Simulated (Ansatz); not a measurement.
From input file to script: C2H7AlS2, SMILES C[S][AlH][S]C in Ansatz 0.2.0.

```yaml
crystal:
  periodic: [false, false, false]
  atoms:
    - { symbol: C, position_ang: [-2.726, 0.5253, -0.1918] }
    - { symbol: S, position_ang: [-1.3845, 1.1049, 0.8908] }
    - { symbol: Al, position_ang: [-0.0622, -0.7131, 0.544] }
    - { symbol: S, position_ang: [1.4179, -0.7218, -1.1831] }
    - { symbol: C, position_ang: [2.7736, 0.0205, -0.2247] }
    - { symbol: H, position_ang: [-2.3533, 0.3988, -1.2298] }
    - { symbol: H, position_ang: [-3.5386, 1.2803, -0.1944] }
    - { symbol: H, position_ang: [-3.1338, -0.4364, 0.1839] }
    - { symbol: H, position_ang: [-0.1726, -1.9794, 1.5101] }
    - { symbol: H, position_ang: [3.0405, -0.6331, 0.632] }
    - { symbol: H, position_ang: [3.6615, 0.1288, -0.8806] }
    - { symbol: H, position_ang: [2.4775, 1.0252, 0.1434] }
basis:
  gaussian: { orbitals: def2-SVP }
correlation:
  method: mp2
output:
  forces: true
```

Launched from the shell:
```console
$ ansatz run input.yaml --threads 1 --pin off --max-ram 4096MiB --backend cpu --events-out ev --progress --plain --runs-dir out
Engine: ansatz 0.2.0, aarch64-unknown-linux-gnu
Functional definition: HF
  exchange = exact_x
  correlation = 0
1135 factors; integrals over basis functions are off by at most 1.0e-3 eV
mean field evaluation 1: about -30378.3670 eV, gradient 2.3e1 eV
mean field evaluation 2: about -30378.3756 eV, gradient 2.3e1 eV
mean field evaluation 4: about -30380.2652 eV, gradient 2.6e0 eV
mean field evaluation 8: about -30380.2913 eV, gradient 1.1e-4 eV
mean field -30380.29130692 eV, -1116.4551130283 hartree, gradient 2.1e-6 eV, S^2 0.000000; 0 other end points of the search recorded, 0 dependent functions left out
17 core orbitals not correlated: weight in the atoms' cores, before any rotation towards them, 1.000 or more for the frozen orbitals, at most 0.000 for the correlated occupied ones
reference -30380.29130692 eV, -1116.4551130283 hartree; 15, 15 occupied and 85, 85 virtual orbitals, 1135 factors
second order -16.58706621 eV of doubles, -0.00000000 eV of singles
the calculation of the forces begins
Total energy: -30396.87837314 eV, -1117.0646764686 hartree
Atom 0 at    -2.726000     0.525300    -0.191800 Å, force    -0.219710    -0.379459    -0.389381 eV/Å
Atom 1 at    -1.384500     1.104900     0.890800 Å, force     0.816375    -0.487042     0.228148 eV/Å
Atom 2 at    -0.062200    -0.713100     0.544000 Å, force     0.039196     0.450885    -0.343447 eV/Å
Atom 3 at     1.417900    -0.721800    -1.183100 Å, force    -0.880964    -0.255314     0.337067 eV/Å
Atom 4 at     2.773600     0.020500    -0.224700 Å, force     0.207583     0.255176     0.489469 eV/Å
Atom 5 at    -2.353300     0.398800    -1.229800 Å, force    -0.358557     0.038594     0.269098 eV/Å
Atom 6 at    -3.538600     1.280300    -0.194400 Å, force     0.336641    -0.279998     0.023686 eV/Å
Atom 7 at    -3.133800    -0.436400     0.183900 Å, force    -0.071983     0.362837    -0.279593 eV/Å
Atom 8 at    -0.172600    -1.979400     1.510100 Å, force     0.025137     0.289277    -0.220681 eV/Å
Atom 9 at     3.040500    -0.633100     0.632000 Å, force     0.134464     0.354587    -0.267911 eV/Å
Atom 10 at     3.661500     0.128800    -0.880600 Å, force    -0.365627    -0.058576     0.233459 eV/Å
Atom 11 at     2.477500     1.025200     0.143400 Å, force     0.337448    -0.290966    -0.079915 eV/Å
Dipole moment:    -0.006636    -0.075912     0.057883 e Å
```

The script, `deck_c2h7als2.py`:
```python
'''Run C2H7AlS2 from an input written out key by key.'''

import ansatz
import numpy as np

deck = {
    'crystal': {
        'periodic': [False, False, False],
        'atoms': [
            {'symbol': 'C', 'position_ang': [-2.726, 0.5253, -0.1918]},
            {'symbol': 'S', 'position_ang': [-1.3845, 1.1049, 0.8908]},
            {'symbol': 'Al', 'position_ang': [-0.0622, -0.7131, 0.544]},
            {'symbol': 'S', 'position_ang': [1.4179, -0.7218, -1.1831]},
            {'symbol': 'C', 'position_ang': [2.7736, 0.0205, -0.2247]},
            {'symbol': 'H', 'position_ang': [-2.3533, 0.3988, -1.2298]},
            {'symbol': 'H', 'position_ang': [-3.5386, 1.2803, -0.1944]},
            {'symbol': 'H', 'position_ang': [-3.1338, -0.4364, 0.1839]},
            {'symbol': 'H', 'position_ang': [-0.1726, -1.9794, 1.5101]},
            {'symbol': 'H', 'position_ang': [3.0405, -0.6331, 0.632]},
            {'symbol': 'H', 'position_ang': [3.6615, 0.1288, -0.8806]},
            {'symbol': 'H', 'position_ang': [2.4775, 1.0252, 0.1434]},
        ],
    },
    'basis': {'gaussian': {'orbitals': 'def2-SVP'}},
    'correlation': {'method': 'mp2'},
    'output': {'forces': True},
}
session = ansatz.Session.from_dict(deck)
report = session.plan(threads=1).execute().report

for key in ('converged', 'free_energy_ev', 'reference_energy_ev', 'n_frozen', 'n_occupied', 'n_virtual'):
    print(f'{key:22s} {report[key]}')
symbols = ['C', 'S', 'Al', 'S', 'C', 'H', 'H', 'H', 'H', 'H', 'H', 'H']
print('correlation energy', round(report['free_energy_ev'] - report['reference_energy_ev'], 5), 'eV')
cluster = report['correlation'].get('coupled_cluster')
if cluster:
    print('cycles', cluster['cycles'], ' T1 diagnostic', round(cluster['t1_diagnostic'], 4), ' largest double', round(cluster['largest_double'], 4))

forces = np.array(report['forces_ev_ang'])
print('largest force', round(float(np.linalg.norm(forces, axis=1).max()), 4), 'eV/A, rms', round(float(np.sqrt((forces ** 2).mean())), 4))
charges = report['charge_distribution']
print('dipole moment', round(4.803205 * float(np.linalg.norm(charges['dipole_moment_e_ang'])), 3), 'D')
print('Mulliken:', [(s, round(q, 3)) for s, q in zip(symbols, charges['mulliken_charges_e'])])
```

Output of `python deck_c2h7als2.py`:
```text
converged              True
free_energy_ev         -30396.878373136606
reference_energy_ev    -30380.291306921663
n_frozen               17
n_occupied             [15, 15]
n_virtual              [85, 85]
correlation energy -16.58707 eV
largest force 0.9776 eV/A, rms 0.3448
dipole moment 0.46 D
Mulliken: [('C', -0.185), ('S', -0.345), ('Al', 0.753), ('S', -0.345), ('C', -0.185), ('H', 0.083), ('H', 0.092), ('H', 0.078), ('H', -0.199), ('H', 0.078), ('H', 0.092), ('H', 0.083)]
```

Notes:
- Total energies depend on the basis set; only differences at equal settings carry meaning.
- The geometry is a force-field or estimated start, not a minimum of this method, and the basis set is short of its limit.
- Hardware and time: 6.9 s on 1 thread of Arm Neoverse V1 (shared host), peak memory 0.34 GiB.

(Lines on the test bed's own set-up are left out of the output.)
